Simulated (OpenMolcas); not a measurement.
**W³⁺ among point charges: CASSCF and CASPT2 levels and susceptibility**

How does a field of 3 point charges split the states of W³⁺, and what χT follows?

Method: state-averaged CASSCF and CASPT2, spin-orbit coupling by RASSI with atomic mean-field integrals. Code: OpenMolcas 26.06.

### Step 1. The atom as given

- Species: W³⁺ (tungsten, Z = 74, 71 electrons)
- Basis: ANO-RCC-VDZP [7s6p4d2f1g], 68 functions
- Scalar Hamiltonian: DKH2, point nucleus
- Inactive shells: 1s 2s 2p 3s 3p 3d 4s 4p 4d 4f 5s 5p
- Active space: 3 electrons in 5 orbitals (5d)
- Some configurations of this space: 5d³
- Orbitals: optimised for each spin and parity, averaged over all roots

Outer shells as boxes (Hund's rule):

5d3
```
5d [↑ ][↑ ][↑ ][  ][  ]
```

The ion sits among 3 point charges of -3 e arranged as a planar triangle (D3h), 2.06 Å from the ion.

The work runs as a chain of OpenMolcas steps in one folder; each step below is one input file. Labels, J, g values, rates, χT and fits are worked out afterwards by a script from the matrices that RASSI stores.

### Step 2. GATEWAY and SEWARD: basis and integrals

a.inp

```
&GATEWAY
Coord
1

W 0.0 0.0 0.0
Basis=ANO-RCC-VDZP
Group=NoSym
NoMove
AngMom=0.0 0.0 0.0
AMFI
XField
3 Angstrom 0
2.060000 0.000000 0.000000 -3.000000
-1.030000 1.784012 0.000000 -3.000000
-1.030000 -1.784012 0.000000 -3.000000
&SEWARD
```

Run with:

```
$ OMP_NUM_THREADS=1 MOLCAS_MEM=1689 MOLCAS_PROJECT=a pymolcas a.inp > a.log
```

### Step 3. CASSCF: quartets, 10 roots

a.inp

```
&RASSCF
FileOrb=start.orb
Symmetry=1
Spin=4
nActEl=3 0 0
Inactive=34
Ras2=5
CIRoot=10 10 1
SDav=10
CIMx=300
Iter=120 100
PrWF=0.3
OrbListing=Nothing
MaxOrb=0
>>> COPY $Project.JobIph JOB001
```

start.orb holds the contracted functions of the basis, ordered by shell, or the orbitals of the step before.

### Step 4. Reference wave functions, doublets, 40 roots

a.inp

```
&RASSCF
FileOrb=start.orb
Symmetry=1
Spin=2
nActEl=3 0 0
Inactive=34
Ras2=5
CIRoot=40 40 1
SDav=40
CIMx=300
Iter=120 100
PrWF=0.3
OrbListing=Nothing
MaxOrb=0
>>> COPY $Project.JobIph JOB002
```

### Step 5. State interaction with spin-orbit coupling

a.inp

```
&RASSI
NrOfJobIphs=2 10 40
1 2 3 4 5 6 7 8 9 10
1 2 3 4 5 6 7 8 9 10 11 12 13 14 15 16 17 18 19 20 21 22 23 24 25 26 27
28 29 30 31 32 33 34 35 36 37 38 39 40
IphNames
JOB001
JOB002
EJob
SpinOrbit
DIPRint=1.0
SOCoupling=1000.0
Subsets=2
Property=9
'ANGMOM' 1 'ANGMOM' 2 'ANGMOM' 3 'MLTPL  1' 1 'MLTPL  1' 2 'MLTPL  1' 3
'AMFI' 1 'AMFI' 2 'AMFI' 3
SOProperty=3
'ANGMOM' 1 'ANGMOM' 2 'ANGMOM' 3
```

### Step 6. CASPT2: IPEA 0.25, imaginary shift 0.1 (closed shells correlated: 4f 5s 5p)

a.inp

```
>>> COPY JOB001 $Project.JobIph
&CASPT2
Multistate=10 1 2 3 4 5 6 7 8 9 10
NoMult
Frozen=23
IPEA=0.25
Imaginary=0.1
MaxIter=60
WThr=0.0 0.3 0.05
PrWF=0.5
NoMix
>>> COPY JOB002 $Project.JobIph
&CASPT2
Multistate=40 1 2 3 4 5 6 7 8 9 10 11 12 13 14 15 16 17 18 19 20 21 22
23 24 25 26 27 28 29 30 31 32 33 34 35 36 37 38 39 40
NoMult
Frozen=23
IPEA=0.25
Imaginary=0.1
MaxIter=60
WThr=0.0 0.3 0.05
PrWF=0.5
NoMix
```

(Steps that only read results are left out.)

**Question.** What will these runs give? Wanted: spin-free ground state; first state of the same spin within the active space; lowest level; next level.

The runs gave:

| quantity | value |
| --- | --- |
| method | SS-CASPT2, IPEA 0.25, imaginary shift 0.1 (closed shells correlated: 4f 5s 5p) |
| spin-free ground state | 2E, 2-fold in its orbital part |
| first state of the same spin within the active space | 2E at 10300 cm⁻¹ |
| lowest level | 2-fold, g = 0.51, 1.59, 1.59 |
| next level | 292.9 cm⁻¹ |
| χT at 300 K | 0.54 cm³ K/mol |
| effective moment at 300 K | 2.08 μB |

Cost by method:

```csv
method,time of its own steps,time with the reference
A. CASSCF,12 s,12 s
"B. SS-CASPT2, IPEA 0.25, imaginary shift 0.1, +4f 5s 5p",18 s,30 s
```

Times are of one thread on a shared host.

The spin-free ground state (2E) comes to 40 % from free-ion G terms and has less than the highest spin computed. χT at 300 K is 0.54, against 0.38 cm³ K/mol for the spin alone, so orbital moment adds to it. CASPT2 does not keep the components of a term degenerate, and the means are used. The field of point charges can differ much from that of real complexes. Point charges carry no covalency, so the field is a model and not that of real ligands.
